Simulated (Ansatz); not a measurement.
# CHFSSe: basis-set convergence

How large a basis does CHFSSe need? Two functionals are run in growing sets.

Program: Ansatz 0.2.0, Gaussian basis. Level of theory: one geometry, several basis sets. These are calculated values, not measurements.

The runs, in order: PBE0-D4/def2-SVP; ωB97M-V/def2-SVP; PBE0-D4/def2-QZVPP; ωB97M-V/def2-QZVPP; the functionals' def2-TZVPP values are taken from earlier runs.

**1. Structure used throughout**

The geometry comes from an earlier relaxation with PBE0-D4 in a triple-zeta def2 set; it is a stationary point.

SMILES `FC(S)=[Se]`, 5 atoms, charge 0, spin multiplicity 1.

Atoms are counted from 1 here; the program's logs count them from 0.

Bond lengths: F1–C2 1.328 Å, C2–S3 1.723 Å, C2–Se4 1.755 Å, S3–H5 1.348 Å. Angles: F1–C2–S3 113.2°, F1–C2–Se4 122.6°, S3–C2–Se4 124.2°, C2–S3–H5 96.8°.

**2. PBE0-D4 in def2-SVP**

in.yaml

```yaml
crystal:
  periodic: [false, false, false]
  atoms:
    - {symbol: F, position_ang: [-0.791915, -0.414917, 1.031803]}
    - {symbol: C, position_ang: [-0.378649, -0.195724, -0.210591]}
    - {symbol: S, position_ang: [1.175455, 0.544311, -0.288524]}
    - {symbol: Se, position_ang: [-1.337638, -0.625727, -1.615494]}
    - {symbol: H, position_ang: [1.382647, 0.618358, 1.041406]}
basis:
  gaussian: {orbitals: def2-SVP}
hamiltonian: {xc: pbe0, dispersion: d4}
output: {orbitals: {seedname: orbitals}}
```

Run with:

```
ansatz run in.yaml --threads 2 --pin off --events-out ev --progress --plain --max-ram 4352MiB
```

Standard output:

```text
Functional definition: PBE0
  name "PBE0"
  cite "Adamo & Barone, J. Chem. Phys. 110, 6158 (1999) doi:10.1063/1.478522"
  cite "Perdew, Burke & Ernzerhof, Phys. Rev. Lett. 77, 3865 (1996) doi:10.1103/PhysRevLett.77.3865"
  parent pbe
  parameter a = 0.25
  parameter kappa = 0.804
  parameter beta = 0.06672455060314922
  exchange = (1 - a)*pbe_x(kappa = kappa, mu = beta*pi^2/3) + a*exact_x
  correlation = pbe_c(beta = beta)
796 factors; integrals over basis functions are off by at most 1.4e-3 eV
mean field evaluation 1: about -79924.0320 eV, gradient 1.7e1 eV
mean field evaluation 2: about -79923.8936 eV, gradient 2.0e1 eV
mean field evaluation 4: about -79924.6056 eV, gradient 1.6e0 eV
mean field evaluation 8: about -79924.6877 eV, gradient 2.7e-1 eV
mean field evaluation 16: about -79924.6879 eV, gradient 3.0e-5 eV
mean field -79924.68789768 eV, -2937.1781053406 hartree, gradient 3.0e-5 eV, S^2 0.000000; 0 other end points of the search recorded, 0 dependent functions left out
reference -79924.68791436 eV, -2937.1781059533 hartree; 33, 33 occupied and 50, 50 virtual orbitals, 796 factors
Total energy: -79924.79891209 eV, -2937.1821850448 hartree
```

Run time: 2.2 s. Hardware: 2 threads of Arm Neoverse N1, shared host.

**3. ωB97M-V in def2-SVP**

in.yaml, as its differences from that of step 2:

```diff
@@ -10,3 +10,3 @@
   gaussian: {orbitals: def2-SVP}
-hamiltonian: {xc: pbe0, dispersion: d4}
+hamiltonian: {xc: {name: wB97M-V}}
 output: {orbitals: {seedname: orbitals}}
```

Same command.

Standard output, cut to the lines that bear on the results:

```text
Functional definition: wB97M-V
  name "wB97M-V"
  cite "Mardirossian & Head-Gordon, J. Chem. Phys. 144, 214110 (2016) doi:10.1063/1.4952647"
  cite "Becke, J. Chem. Phys. 107, 8554 (1997) doi:10.1063/1.475007"
  cite "Vydrov & Van Voorhis, J. Chem. Phys. 133, 244103 (2010) doi:10.1063/1.3521275"
  # Of w^i u^j: cxij and so on, Table III.
[...]
  gx(w, u) = 1 - cx + cx01*u + cx10*w
  gss(w, u) = css00 + css04*u^4 + css10*w + css20*w^2 + css43*w^4*u^3
  gos(w, u) = cos00 + cos10*w + (cos20 + cos21*u)*w^2 + (cos60 + cos61*u)*w^6
[...]
      + integral(e_c_pw_mod_opposite_spin*gos(b97_w_opposite, b97_u_opposite)) + vv10(b, c)
796 factors; integrals over basis functions are off by at most 1.4e-3 eV
174 factors; integrals over basis functions are off by at most 6.6e-6 eV
[...]
mean field -79934.71416893 eV, -2937.5465640130 hartree, gradient 3.5e-5 eV, S^2 0.000000; 0 other end points of the search recorded, 0 dependent functions left out
reference -79934.71419741 eV, -2937.5465650596 hartree; 33, 33 occupied and 50, 50 virtual orbitals, 796 factors
Total energy: -79934.71419741 eV, -2937.5465650596 hartree
```

Wall time 9.5 s (2 threads of Arm Neoverse N1, shared host).

**4. PBE0-D4 in def2-QZVPP**

in.yaml, as its differences from that of step 3:

```diff
@@ -9,4 +9,4 @@
 basis:
-  gaussian: {orbitals: def2-SVP}
-hamiltonian: {xc: {name: wB97M-V}}
+  gaussian: {orbitals: "def2-QZVPP.json"}
+hamiltonian: {xc: pbe0, dispersion: d4}
 output: {orbitals: {seedname: orbitals}}
```

Same command.

Standard output:

```text
Functional definition: PBE0
  name "PBE0"
  cite "Adamo & Barone, J. Chem. Phys. 110, 6158 (1999) doi:10.1063/1.478522"
  cite "Perdew, Burke & Ernzerhof, Phys. Rev. Lett. 77, 3865 (1996) doi:10.1103/PhysRevLett.77.3865"
  parent pbe
  parameter a = 0.25
  parameter kappa = 0.804
  parameter beta = 0.06672455060314922
  exchange = (1 - a)*pbe_x(kappa = kappa, mu = beta*pi^2/3) + a*exact_x
  correlation = pbe_c(beta = beta)
1350 factors; their error is unknown
mean field evaluation 1: about -79941.5639 eV, gradient 2.5e1 eV
mean field evaluation 2: about -79939.9262 eV, gradient 3.8e1 eV
mean field evaluation 4: about -79942.6732 eV, gradient 3.3e0 eV
mean field evaluation 8: about -79942.9090 eV, gradient 3.2e-1 eV
mean field evaluation 16: about -79942.9091 eV, gradient 2.2e-5 eV
mean field -79942.90907971 eV, -2937.8477214295 hartree, gradient 2.2e-5 eV, S^2 0.000000; 0 other end points of the search recorded, 0 dependent functions left out
reference -79942.90910638 eV, -2937.8477224093 hartree; 33, 33 occupied and 270, 270 virtual orbitals, 1350 factors
Total energy: -79943.02010411 eV, -2937.8518015008 hartree
```

It took 13 s on 2 threads of Arm Neoverse N1, shared host; peak memory 0.86 GiB.

**5. ωB97M-V in def2-QZVPP**

in.yaml, as its differences from that of step 4:

```diff
@@ -10,3 +10,3 @@
   gaussian: {orbitals: "def2-QZVPP.json"}
-hamiltonian: {xc: pbe0, dispersion: d4}
+hamiltonian: {xc: {name: wB97M-V}}
 output: {orbitals: {seedname: orbitals}}
```

Same command.

Standard output, cut to the lines that bear on the results:

```text
Functional definition: wB97M-V
  name "wB97M-V"
  cite "Mardirossian & Head-Gordon, J. Chem. Phys. 144, 214110 (2016) doi:10.1063/1.4952647"
  cite "Becke, J. Chem. Phys. 107, 8554 (1997) doi:10.1063/1.475007"
  cite "Vydrov & Van Voorhis, J. Chem. Phys. 133, 244103 (2010) doi:10.1063/1.3521275"
  # Of w^i u^j: cxij and so on, Table III.
[...]
  gx(w, u) = 1 - cx + cx01*u + cx10*w
  gss(w, u) = css00 + css04*u^4 + css10*w + css20*w^2 + css43*w^4*u^3
  gos(w, u) = cos00 + cos10*w + (cos20 + cos21*u)*w^2 + (cos60 + cos61*u)*w^6
[...]
      + integral(e_c_pw_mod_opposite_spin*gos(b97_w_opposite, b97_u_opposite)) + vv10(b, c)
1297 factors; their error is unknown
215 factors; integrals over basis functions are off by at most 2.1e-5 eV
[...]
mean field -79952.89096330 eV, -2938.2145488855 hartree, gradient 3.8e-5 eV, S^2 0.000000; 0 other end points of the search recorded, 0 dependent functions left out
reference -79952.89100476 eV, -2938.2145504090 hartree; 33, 33 occupied and 270, 270 virtual orbitals, 1297 factors
Total energy: -79952.89100476 eV, -2938.2145504090 hartree
```

Run time: 30 s. Hardware: 2 threads of Arm Neoverse N1, shared host; peak memory 1 GiB.

**6. Functionals by basis**

The def2-TZVPP values come from earlier runs at the same geometry.

| functional | basis | functions | energy (eV) | from the largest (eV) | HOMO (eV) | LUMO (eV) |
| --- | --- | --- | --- | --- | --- | --- |
| PBE0-D4 | def2-SVP | 83 | -79924.7989 | 18.221 | -6.74 | -2.18 |
| PBE0-D4 | def2-TZVPP | 166 | -79941.1263 | 1.894 | -6.89 | -2.36 |
| PBE0-D4 | def2-QZVPP | 303 | -79943.0201 | 0.000 | -6.92 | -2.40 |
| ωB97M-V | def2-SVP | 83 | -79934.7142 | 18.177 | -8.86 | -0.04 |
| ωB97M-V | def2-TZVPP | 166 | -79951.0698 | 1.821 | -9.03 | -0.29 |
| ωB97M-V | def2-QZVPP | 303 | -79952.8910 | 0.000 | -9.06 | -0.36 |

**7. What came out**

| quantity | value |
| --- | --- |
| PBE0-D4: double and triple zeta above quadruple | 18.22, 1.89 eV |
| ωB97M-V: double and triple zeta above quadruple | 18.18, 1.82 eV |

What this shows: For PBE0-D4 the step from double to triple zeta gains 16.33 eV and the next only 1.89 eV. These are total energies; as a rule much of such shifts cancels in differences, which this series doesn't test.

For PBE0-D4 the largest set took about 6 times as long as the smallest (13 s against 2.2 s).
